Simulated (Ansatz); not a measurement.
**H2Se2: small, medium and large basis sets**

How large a basis does H2Se2 need? Two functionals are run in growing sets.

Computed with Ansatz 0.2.0, Gaussian basis. Level: one geometry, several basis sets.

Levels to be run: PBE0-D4/def2-SVP; ωB97M-V/def2-SVP; PBE0-D4/def2-QZVPP; ωB97M-V/def2-QZVPP; the functionals' def2-TZVPP values are taken from earlier runs.

**1. The relaxed structure**

All runs share one geometry, relaxed beforehand with PBE0-D4 in a triple-zeta def2 set.

SMILES `[SeH][SeH]`, 4 atoms, charge 0, spin multiplicity 1.

Atoms are counted from 1 here; the program's logs count them from 0.

Bond lengths: Se1–Se2 2.324 Å, Se1–H3 1.473 Å, Se2–H4 1.473 Å. Angles: Se2–Se1–H3 96.5°, Se1–Se2–H4 96.5°.

As a file:

```
Se    0.5113   -1.1305    0.3465
Se    0.4829    1.1661   -0.0108
H    -0.8092   -1.2149    0.9934
H    -0.1296    1.1191   -1.3494
```

**2. PBE0-D4 in def2-SVP**

Input file in.yaml:

```yaml
crystal:
  periodic: [false, false, false]
  atoms:
    - {symbol: Se, position_ang: [0.511272, -1.130505, 0.346454]}
    - {symbol: Se, position_ang: [0.482949, 1.166113, -0.010764]}
    - {symbol: H, position_ang: [-0.809206, -1.214934, 0.993381]}
    - {symbol: H, position_ang: [-0.129614, 1.119125, -1.349370]}
basis:
  gaussian: {orbitals: def2-SVP}
hamiltonian: {xc: pbe0, dispersion: d4}
output: {orbitals: {seedname: orbitals}}
```

On the command line:

```
> ansatz run in.yaml --threads 2 --pin off --events-out ev --progress --plain --max-ram 4352MiB
```

After this run come: ωB97M-V in def2-SVP; PBE0-D4 in def2-QZVPP; ωB97M-V in def2-QZVPP.

**Question.** What will the summary of the whole plan be? Wanted: PBE0-D4: double and triple zeta above quadruple; ωB97M-V: double and triple zeta above quadruple.

**Answer**, as computed:

| quantity | value |
| --- | --- |
| PBE0-D4: double and triple zeta above quadruple | 18.88, 2.77 eV |
| ωB97M-V: double and triple zeta above quadruple | 18.75, 2.68 eV |

**Reading.** PBE0-D4 gains 16.11 eV from double to triple zeta, then 2.77 eV more. Total energies overstate the basis error of differences, where much of it tends to cancel.
